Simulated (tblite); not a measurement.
# C4H14O2Si2: the cost of one run

Computed with tblite 0.8.0 and PySCF 2.14.0, with density-fitted response routines of our own, on a single molecule in the gas phase. Atoms are numbered from 0 throughout.

## (1) The molecule as given

22 atoms, charge 0, multiplicity 1; geometry from: force field or distance geometry start.

Bonds of the start (Å): C0–O1 1.40, O1–Si2 1.72, Si2–O3 1.69, O3–C4 1.39, C4–C5 1.53, C5–C6 1.51, C5–Si7 1.89, C0–H8 1.12, C0–H9 1.10, C0–H10 1.11, Si2–H11 1.48, Si2–H12 1.49, C4–H13 1.09, C4–H14 1.13, C5–H15 1.10, C6–H16 1.11, C6–H17 1.10, C6–H18 1.12, Si7–H19 1.49, Si7–H20 1.48, Si7–H21 1.45.

## (2) Optimising the geometry with GFN2-xTB

Job settings and geometry (Å):

```
{"job": {"kind": "relax", "xc": "GFN2-xTB", "basis": "xTB"}, "charge": 0, "multiplicity": 1}
C     -3.673800    -0.074100    -0.619300
O     -2.940900    -1.180800    -1.055900
Si    -1.693300    -1.459300     0.091500
O     -0.164600    -0.919200    -0.387700
C      0.196200     0.307100     0.159600
C      1.599000     0.574100    -0.401400
C      2.147200     1.891500     0.083100
Si     2.673600    -0.871100     0.173800
H     -2.960000     0.778600    -0.473800
H     -4.422600     0.183300    -1.379600
H     -4.142500    -0.268100     0.366700
H     -2.047100    -0.861500     1.398400
H     -1.605200    -2.931800     0.271600
H      0.243700     0.323100     1.244800
H     -0.436300     1.157000    -0.226800
H      1.584000     0.514000    -1.498900
H      1.966000     1.985900     1.178300
H      1.667100     2.703300    -0.485700
H      3.252400     1.918700    -0.107700
H      2.938600    -0.783600     1.638100
H      1.904700    -2.094400    -0.152800
H      3.903400    -0.873200    -0.587900
```

Run with:

```bash
OMP_NUM_THREADS=1 python probes_run.py task.json out
```

The driver reads the jobs from task.json and runs them one after another.

Q: Estimate the wall time and peak memory of this first job on 1 thread of Arm Neoverse V1, shared host.

About 2.1 s, with a peak of 0.17 GiB.
